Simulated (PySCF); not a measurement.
**A gas-phase reaction: F3HOSi → F3Si + HO**

What reaction energy should one expect for `O[Si](F)(F)F` → `F[Si](F)F` + `[OH]`?

Programs: PySCF 2.14.0. All values are calculated, for the isolated system unless a continuum is named. Atoms count from 0, parts from 1.

### 1 The system as given

Each species was relaxed by itself at PBE0-D3(BJ)/def2-SVPD.

### 2 Energies of the species: wB97M-D3(BJ)/def2-TZVPD

Job settings and geometry (Å):

```
{"job": {"kind": "react", "xc": "wB97M-D3(BJ)", "basis": "def2-TZVPD"}, "charge": 0, "multiplicity": 1}
-1 F3HOSi charge 0 multiplicity 1
O      0.617110    -1.070820    -0.362410
Si    -0.289330     0.218740     0.013910
F     -1.729660     0.001100    -0.635920
F      0.316290     1.592640    -0.545640
F     -0.466000     0.412640     1.594820
H      1.527000    -1.142510    -0.066730

+1 F3Si charge 0 multiplicity 2
F     -0.972460    -1.097170     0.382920
Si     0.258620    -0.048610     0.364540
F      1.107870    -0.312710    -0.986220
F     -0.369470     1.438010     0.263080

+1 HO charge 0 multiplicity 2
O      0.485850     0.011390     0.002800
H     -0.488430    -0.011670    -0.001360
```

With the program's defaults for keys left out, this is: wB97M-D3(BJ)/def2-TZVPD reaction energy of separated species, gas phase.

Launch:

```console
$ OMP_NUM_THREADS=1 python cluster_run.py task.json out
```

One launch serves the whole session: the jobs run in the order shown.

Log:

```text
species 1 (F3HOSi)
coarse grid: 29968 points
cycle   1  E = -665.2424707024  dE =  4.714e-01  |g| = 9.900e-01  |ddm| = 2.066e+00
cycle   2  E = -665.2501693818  dE = -7.699e-03  |g| = 1.063e+00  |ddm| = 1.121e+00
cycle   3  E = -665.4051337497  dE = -1.550e-01  |g| = 4.050e-02  |ddm| = 5.337e-01
cycle   4  E = -665.4054573219  dE = -3.236e-04  |g| = 1.107e-02  |ddm| = 4.398e-02
cycle   5  E = -665.4054870842  dE = -2.976e-05  |g| = 4.054e-03  |ddm| = 1.086e-02
cycle   6  E = -665.4054893630  dE = -2.279e-06  |g| = 1.797e-03  |ddm| = 2.997e-03
final grid: 63320 points
cycle   7  E = -665.4055323685  dE = -1.651e-07  |g| = 2.009e-03  |ddm| = 2.251e-03
cycle   8  E = -665.4055322208  dE =  1.477e-07  |g| = 2.298e-03  |ddm| = 1.640e-03
cycle   9  E = -665.4055328971  dE = -6.763e-07  |g| = 3.636e-05  |ddm| = 8.553e-04
cycle  10  E = -665.4055328978  dE = -7.052e-10  |g| = 2.535e-05  |ddm| = 6.308e-05
converged SCF energy = -665.4055328978

species 2 (F3Si)
coarse grid: 22312 points
cycle   1  E = -589.2683443838  dE =  2.394e-01  |g| = 6.052e-01  |ddm| = 1.225e+00
cycle   2  E = -589.2526714088  dE =  1.567e-02  |g| = 7.342e-01  |ddm| = 7.634e-01
cycle   3  E = -589.4001103570  dE = -1.474e-01  |g| = 3.102e-02  |ddm| = 3.649e-01
cycle   4  E = -589.4009297396  dE = -8.194e-04  |g| = 1.094e-02  |ddm| = 7.197e-02
cycle   5  E = -589.4011005685  dE = -1.708e-04  |g| = 3.531e-03  |ddm| = 3.039e-02
cycle   6  E = -589.4011201276  dE = -1.956e-05  |g| = 9.173e-04  |ddm| = 1.156e-02
cycle   7  E = -589.4011217436  dE = -1.616e-06  |g| = 2.711e-04  |ddm| = 3.703e-03
final grid: 46744 points
cycle   8  E = -589.4009873123  dE = -3.002e-07  |g| = 2.023e-04  |ddm| = 1.242e-03
cycle   9  E = -589.4009873283  dE = -1.599e-08  |g| = 1.919e-04  |ddm| = 2.600e-04
cycle  10  E = -589.4009873394  dE = -1.107e-08  |g| = 4.416e-05  |ddm| = 8.943e-05
cycle  11  E = -589.4009873421  dE = -2.719e-09  |g| = 1.105e-05  |ddm| = 9.766e-05
cycle  12  E = -589.4009873423  dE = -1.937e-10  |g| = 5.356e-06  |ddm| = 2.812e-05
converged SCF energy = -589.4009873423

species 3 (HO)
coarse grid: 7656 points
cycle   1  E = -75.7626898640  dE = -2.117e-01  |g| = 2.065e-01  |ddm| = 6.071e-01
cycle   2  E = -75.7743557330  dE = -1.167e-02  |g| = 1.451e-01  |ddm| = 1.776e-01
cycle   3  E = -75.7810748797  dE = -6.719e-03  |g| = 2.342e-02  |ddm| = 6.589e-02
cycle   4  E = -75.7812923021  dE = -2.174e-04  |g| = 4.864e-03  |ddm| = 1.316e-02
cycle   5  E = -75.7813157992  dE = -2.350e-05  |g| = 1.391e-03  |ddm| = 5.197e-03
cycle   6  E = -75.7813186954  dE = -2.896e-06  |g| = 2.759e-04  |ddm| = 2.194e-03
final grid: 16584 points
cycle   7  E = -75.7813218272  dE = -1.011e-07  |g| = 1.443e-04  |ddm| = 2.832e-04
cycle   8  E = -75.7813218518  dE = -2.459e-08  |g| = 8.128e-05  |ddm| = 1.402e-04
cycle   9  E = -75.7813218581  dE = -6.275e-09  |g| = 5.222e-05  |ddm| = 7.565e-05
cycle  10  E = -75.7813218607  dE = -2.583e-09  |g| = 2.204e-06  |ddm| = 6.921e-05
cycle  11  E = -75.7813218607  dE = -1.374e-11  |g| = 1.323e-06  |ddm| = 4.447e-06
converged SCF energy = -75.7813218607

Reaction energy = 141.145 kcal/mol
```

Run time: 39 s. Hardware: 1 thread of Arm Neoverse N1, shared host; peak memory 0.69 GiB.

Species by species (with the dispersion term, which the log's SCF energies lack):

```csv
ν,species,energy (Eh),HOMO (eV)
-1,O[Si](F)(F)F,-665.40991,-13.41
+1,F[Si](F)F,-589.40335,-10.13
+1,[OH],-75.78163,-11.87
```

### 3 Energies of the species: PBE0-D3(BJ)/def2-TZVPD

Settings changed since step 2:

```diff
@@ -1,2 +1,2 @@
-{"job": {"kind": "react", "xc": "wB97M-D3(BJ)", "basis": "def2-TZVPD"}, "charge": 0, "multiplicity": 1}
+{"job": {"kind": "react", "xc": "PBE0", "basis": "def2-TZVPD", "disp": "d3bj"}, "charge": 0, "multiplicity": 1}
 -1 F3HOSi charge 0 multiplicity 1
```

Level: PBE0-D3(BJ)/def2-TZVPD reaction energy of separated species, gas phase.

Log:

```text
species 1 (F3HOSi)
coarse grid: 6592 points
cycle   1  E = -664.6313958357  dE =  5.489e-01  |g| = 1.045e+00  |ddm| = 2.164e+00
cycle   2  E = -664.4500326507  dE =  1.814e-01  |g| = 1.525e+00  |ddm| = 1.393e+00
cycle   3  E = -664.8007421718  dE = -3.507e-01  |g| = 4.374e-02  |ddm| = 8.412e-01
cycle   4  E = -664.8008567438  dE = -1.146e-04  |g| = 3.887e-02  |ddm| = 4.360e-02
cycle   5  E = -664.8010858460  dE = -2.291e-04  |g| = 5.730e-03  |ddm| = 1.933e-02
cycle   6  E = -664.8010905511  dE = -4.705e-06  |g| = 6.369e-04  |ddm| = 2.999e-03
final grid: 63320 points
cycle   7  E = -664.8107256499  dE = -3.957e-05  |g| = 5.520e-03  |ddm| = 2.423e-02
cycle   8  E = -664.8107191552  dE =  6.495e-06  |g| = 8.330e-03  |ddm| = 6.135e-03
cycle   9  E = -664.8107301189  dE = -1.096e-05  |g| = 3.002e-04  |ddm| = 3.891e-03
cycle  10  E = -664.8107301311  dE = -1.221e-08  |g| = 1.137e-04  |ddm| = 1.995e-04
cycle  11  E = -664.8107301327  dE = -1.592e-09  |g| = 4.134e-05  |ddm| = 7.567e-05
cycle  12  E = -664.8107301329  dE = -2.333e-10  |g| = 5.152e-06  |ddm| = 1.899e-05
converged SCF energy = -664.8107301329

species 2 (F3Si)
coarse grid: 4888 points
cycle   1  E = -588.7679461598  dE =  3.273e-01  |g| = 6.238e-01  |ddm| = 1.268e+00
cycle   2  E = -588.5668754770  dE =  2.011e-01  |g| = 1.050e+00  |ddm| = 9.152e-01
cycle   3  E = -588.8983197637  dE = -3.314e-01  |g| = 2.079e-02  |ddm| = 5.441e-01
cycle   4  E = -588.8985667075  dE = -2.469e-04  |g| = 9.239e-03  |ddm| = 4.917e-02
cycle   5  E = -588.8985975374  dE = -3.083e-05  |g| = 1.137e-03  |ddm| = 1.016e-02
cycle   6  E = -588.8985987437  dE = -1.206e-06  |g| = 4.622e-04  |ddm| = 2.750e-03
final grid: 46744 points
cycle   7  E = -588.9069902708  dE = -3.610e-05  |g| = 2.940e-03  |ddm| = 1.156e-02
cycle   8  E = -588.9069875400  dE =  2.731e-06  |g| = 4.263e-03  |ddm| = 3.220e-03
cycle   9  E = -588.9069925792  dE = -5.039e-06  |g| = 1.425e-04  |ddm| = 1.966e-03
cycle  10  E = -588.9069925849  dE = -5.667e-09  |g| = 5.832e-05  |ddm| = 8.789e-05
cycle  11  E = -588.9069925856  dE = -6.953e-10  |g| = 3.626e-05  |ddm| = 4.179e-05
cycle  12  E = -588.9069925860  dE = -4.095e-10  |g| = 6.653e-06  |ddm| = 1.814e-05
converged SCF energy = -588.9069925860

species 3 (HO)
coarse grid: 1712 points
cycle   1  E = -75.6674868159  dE = -1.165e-01  |g| = 2.231e-01  |ddm| = 6.103e-01
cycle   2  E = -75.6666236235  dE =  8.632e-04  |g| = 2.393e-01  |ddm| = 2.416e-01
cycle   3  E = -75.6874618876  dE = -2.084e-02  |g| = 2.665e-02  |ddm| = 1.261e-01
cycle   4  E = -75.6877181487  dE = -2.563e-04  |g| = 5.201e-03  |ddm| = 1.314e-02
cycle   5  E = -75.6877318019  dE = -1.365e-05  |g| = 9.129e-04  |ddm| = 3.510e-03
cycle   6  E = -75.6877328464  dE = -1.045e-06  |g| = 2.567e-04  |ddm| = 1.183e-03
final grid: 16584 points
cycle   7  E = -75.6876039065  dE = -1.038e-05  |g| = 1.718e-03  |ddm| = 3.851e-03
cycle   8  E = -75.6876037056  dE =  2.009e-07  |g| = 1.800e-03  |ddm| = 1.528e-03
cycle   9  E = -75.6876048204  dE = -1.115e-06  |g| = 1.672e-04  |ddm| = 8.837e-04
cycle  10  E = -75.6876048363  dE = -1.584e-08  |g| = 3.479e-05  |ddm| = 1.198e-04
cycle  11  E = -75.6876048380  dE = -1.711e-09  |g| = 7.852e-06  |ddm| = 5.489e-05
cycle  12  E = -75.6876048381  dE = -1.402e-10  |g| = 4.163e-06  |ddm| = 1.503e-05
converged SCF energy = -75.6876048381

Reaction energy = 136.293 kcal/mol
```

Run time: 18 s. Hardware: 1 thread of Arm Neoverse N1, shared host; peak memory 0.61 GiB.

Reaction energy at this level: 136.3 kcal/mol.

### 4 Side by side

Energies in kcal/mol, with wall time:

```csv
run,reaction,time
wB97M-D3(BJ)/def2-TZVPD,141.1,39 s
PBE0-D3(BJ)/def2-TZVPD,136.3,18 s
```

### 5 What came out

| quantity | value |
| --- | --- |
| reaction energy (wB97M-D3(BJ)/def2-TZVPD) | 141.1 kcal/mol |
| ΔH, ΔG at 298 K (xTB thermal terms) | +138.3, +128.3 kcal/mol |
| range of the reaction energy over the runs of this table | 136.3 to 141.1 kcal/mol |

The reaction is endothermic by 138.3 kcal/mol in the gas phase; dispersion gives +1.07, and xTB itself gave 173.7 for the electronic energy (xTB energies and thermal terms come from the earlier relaxation of each species, not shown). No barrier was sought. xTB and this level differ widely in the electronic energy, so what comes from xTB (the thermal terms above all) is less safe here. The reaction energy runs from 136.3 (PBE0-D3(BJ)/def2-TZVPD) to 141.1 kcal/mol (wB97M-D3(BJ)/def2-TZVPD).
